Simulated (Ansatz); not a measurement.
# PBE/6-31G(d) (spherical functions) run of GaBH3ClO (SMILES O[B](Cl)[GaH2])

What is the vertical ionisation energy of GaBH3ClO at PBE/6-31G* (spherical functions)? 

The results are computed with Ansatz 0.2.0.

127 further runs of the same task are left out: 127 set aside as unsound or not needed.

### Step 1. The structure to begin with

GaBH3ClO: 7 atoms, total charge 0, spin state singlet. SMILES: `O[B](Cl)[GaH2]`. The shape is that of a PBE0-D4/def2-TZVP optimisation. This is one conformer, not always the lowest.

Bond lengths: O1–B2 1.344 Å, B2–Cl3 1.789 Å, B2–Ga4 2.095 Å, O1–H5 0.965 Å, Ga4–H6 1.572 Å, Ga4–H7 1.572 Å. Angles: O1–B2–Cl3 118.4°, O1–B2–Ga4 123.4°, Cl3–B2–Ga4 118.3°, B2–O1–H5 114.1°, B2–Ga4–H6 121.3°, B2–Ga4–H7 121.3°, H6–Ga4–H7 117.4°.

### Step 2. The energy at PBE/6-31G(d) (spherical functions)

File run.yaml:

```yaml
crystal:
  periodic: [false, false, false]
  atoms:
    - {symbol: O, position_ang: [-0.845500, -1.229100, 0.927100]}
    - {symbol: B, position_ang: [-0.031900, -0.664900, 0.017900]}
    - {symbol: Cl, position_ang: [0.899000, -1.736200, -1.070500]}
    - {symbol: Ga, position_ang: [0.202400, 1.406200, -0.190800]}
    - {symbol: H, position_ang: [-0.850900, -2.194300, 0.905900]}
    - {symbol: H, position_ang: [-0.691300, 2.232500, -1.186100]}
    - {symbol: H, position_ang: [1.318000, 2.185900, 0.596500]}
basis:
  gaussian: {orbitals: 6-31G_st_-spherical.json}
total_charge: 0
hamiltonian: {xc: pbe}
accuracy: high
output: {orbitals: {seedname: orbitals}}
```

The basis set 6-31G* is read from a file made from the Basis Set Exchange's data (not shown).

Run with:

```console
$ ansatz run run.yaml --threads 1 --pin off --max-ram 3480MiB --events-out events.jsonl --progress --plain --runs-dir runs
```

What it wrote:

```text
Warning: RAYON_NUM_THREADS=1 ignored (pool sized by the plan → 1); use --threads N
Functional definition: PBE
  name "PBE"
  parameter kappa = 0.804
  parameter beta = 0.06672455060314922
  exchange = pbe_x(kappa = kappa, mu = beta*pi^2/3)
  correlation = pbe_c(beta = beta)
1791 factors; integrals over basis functions are off by at most 1.5e-8 eV
mean field evaluation 1: about -67644.9079 eV, gradient 5.4e1 eV
mean field evaluation 2: about -67622.3498 eV, gradient 1.2e2 eV
mean field evaluation 4: about -67649.7322 eV, gradient 7.4e0 eV
mean field evaluation 8: about -67649.7988 eV, gradient 4.3e-1 eV
mean field evaluation 16: about -67649.7994 eV, gradient 9.9e-5 eV
mean field -67649.79935899 eV, -2486.0842717621 hartree, gradient 2.3e-8 eV, S^2 0.000000; 0 other end points of the search recorded, 0 dependent functions left out
reference -67649.79936366 eV, -2486.0842719336 hartree; 32, 32 occupied and 52, 52 virtual orbitals, 1791 factors
Total energy: -67649.79936366 eV, -2486.0842719336 hartree
```

Run time: 7.8 s. Hardware: 1 thread of Arm Neoverse V1, shared host; peak memory 0.2 GiB.

### Step 3. The doublet cation

File run.yaml:

```yaml
crystal:
  periodic: [false, false, false]
  atoms:
    - symbol: O
      position_ang: [-0.845500, -1.229100, 0.927100]
    - symbol: B
      position_ang: [-0.031900, -0.664900, 0.017900]
    - symbol: Cl
      position_ang: [0.899000, -1.736200, -1.070500]
    - symbol: Ga
      position_ang: [0.202400, 1.406200, -0.190800]
    - symbol: H
      position_ang: [-0.850900, -2.194300, 0.905900]
    - symbol: H
      position_ang: [-0.691300, 2.232500, -1.186100]
    - symbol: H
      position_ang: [1.318000, 2.185900, 0.596500]
basis:
  gaussian: {orbitals: 6-31G_st_-spherical.json}
total_charge: 1
magnetization: {spin_polarized: true, initial_magnetization: 1}
hamiltonian: {xc: {name: PBE}}
accuracy: high
output: {orbitals: {seedname: orbitals}}
```

The basis set 6-31G* is read from a file made from the Basis Set Exchange's data (not shown).

Run with:

```console
$ ansatz run run.yaml --threads 1 --pin off --max-ram 3480MiB --events-out events.jsonl --progress --plain --runs-dir runs
```

What it wrote, cut to the lines that bear on the results:

```text
Warning: RAYON_NUM_THREADS=1 ignored (pool sized by the plan → 1); use --threads N
[... 6 set-up lines as earlier in the session ...]
1791 factors; integrals over basis functions are off by at most 1.5e-8 eV
mean field evaluation 1: about -67625.5269 eV, gradient 5.9e1 eV
mean field evaluation 2: about -67421.2077 eV, gradient 1.4e2 eV
mean field evaluation 4: about -67638.7883 eV, gradient 1.6e1 eV
mean field evaluation 8: about -67640.3064 eV, gradient 2.4e0 eV
mean field evaluation 16: about -67640.3487 eV, gradient 5.8e-3 eV
mean field evaluation 32: about -67640.3487 eV, gradient 3.2e-8 eV
mean field -67640.34870625 eV, -2485.7369666798 hartree, gradient 3.2e-8 eV, S^2 0.752307; 5 other end points of the search recorded, 0 dependent functions left out
reference -67640.34871076 eV, -2485.7369668453 hartree; 32, 31 occupied and 52, 53 virtual orbitals, 1791 factors
Total energy: -67640.34871076 eV, -2485.7369668453 hartree
```

Wall time 17 s (1 thread of Arm Neoverse V1, shared host); peak memory 0.27 GiB.

### Step 4. Outcome

Level: PBE/6-31G* (spherical functions).

| quantity | value |
| --- | --- |
| singlet GaBH3ClO: total energy | -2486.08427 Eh |
| singlet GaBH3ClO: HOMO energy | -6.40 eV |
| singlet GaBH3ClO: LUMO energy | -2.49 eV |
| singlet GaBH3ClO: HOMO–LUMO gap | 3.92 eV |
| doublet cation: total energy | -2485.73697 Eh |
| doublet cation: HOMO energy (highest over α and β) | -13.00 eV |
| doublet cation: LUMO energy (lowest over α and β) | -12.47 eV |
| doublet cation: ⟨S²⟩ | 0.752 |
| vertical ionisation energy (to the doublet cation) | 9.451 eV |

**Reading.** The vertical ionisation energy comes to 9.45 eV (912 kJ/mol). −ε(HOMO) before ionisation, 6.40 eV, is 3.05 eV below this ionisation energy.
